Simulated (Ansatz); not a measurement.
# C2H4FNOSi: basis-set convergence

The task here is to estimate one member of a computed series from the others.

Computed with Ansatz 0.2.0, Gaussian basis. Level: one geometry, several basis sets.

The runs, in order: PBE0-D4/def2-SVP; ωB97M-V/def2-SVP; PBE0-D4/def2-QZVPP; ωB97M-V/def2-QZVPP; the functionals' def2-TZVPP values are taken from earlier runs.

## Structure used throughout

An earlier PBE0-D4 in a triple-zeta def2 set relaxation fixed the geometry.

10 atoms, charge 0, spin multiplicity 1.

Atoms are counted from 1 here; the program's logs count them from 0.

Bond lengths: C1–O2 1.418 Å, C1–H7 1.089 Å, C1–H8 1.094 Å, C1–H9 1.092 Å, O2–Si3 1.606 Å, Si3–F4 1.585 Å, Si3–C5 1.853 Å, Si3–H10 1.465 Å, C5–N6 1.151 Å. Angles: O2–C1–H7 107.8°, O2–C1–H8 111.2°, O2–C1–H9 110.4°, H7–C1–H8 109.0°, H7–C1–H9 109.1°, H8–C1–H9 109.3°, C1–O2–Si3 127.8°, O2–Si3–F4 112.8°, O2–Si3–C5 108.8°, O2–Si3–H10 109.2°, F4–Si3–C5 104.8°, F4–Si3–H10 109.8°, C5–Si3–H10 111.4°, Si3–C5–N6 177.6°.

The first run:

Contents of in.yaml:

```yaml
crystal:
  periodic: [false, false, false]
  atoms:
    - {symbol: C, position_ang: [0.084232, -1.083189, -1.145845]}
    - {symbol: O, position_ang: [0.586712, -0.835974, 0.157184]}
    - {symbol: Si, position_ang: [0.081582, 0.261355, 1.215369]}
    - {symbol: F, position_ang: [-1.369165, -0.048255, 1.774460]}
    - {symbol: C, position_ang: [-0.080356, 1.892884, 0.352344]}
    - {symbol: N, position_ang: [-0.145765, 2.893706, -0.213161]}
    - {symbol: H, position_ang: [0.818180, -1.689659, -1.675349]}
    - {symbol: H, position_ang: [-0.067762, -0.148956, -1.694039]}
    - {symbol: H, position_ang: [-0.860421, -1.629014, -1.093014]}
    - {symbol: H, position_ang: [1.035861, 0.335804, 2.325052]}
basis:
  gaussian: {orbitals: def2-SVP}
hamiltonian: {xc: pbe0, dispersion: d4}
output: {orbitals: {seedname: orbitals}}
```

Run with:

```sh
ansatz run in.yaml --threads 4 --pin off --events-out ev --progress --plain --max-ram 10444MiB
```

Among the steps run: PBE0-D4 in def2-SVP; ωB97M-V in def2-SVP; PBE0-D4 in def2-QZVPP; ωB97M-V in def2-QZVPP.

One table of the session follows, with a row left open; its other results are not shown here.

It belongs to the step «Density functionals: the series». 

```
functional       basis  HOMO (eV)
   PBE0-D4    def2-SVP      -9.37
   PBE0-D4  def2-TZVPP      -9.48
   PBE0-D4  def2-QZVPP          ?
   ωB97M-V    def2-SVP     -11.77
   ωB97M-V  def2-TZVPP     -11.90
   ωB97M-V  def2-QZVPP     -11.92
```

**Question.** Estimate the row for PBE0-D4, def2-QZVPP.

As computed: HOMO (eV): -9.50. In the column «HOMO (eV)» it lies between ωB97M-V, def2-SVP (-11.77) and PBE0-D4, def2-TZVPP (-9.48).
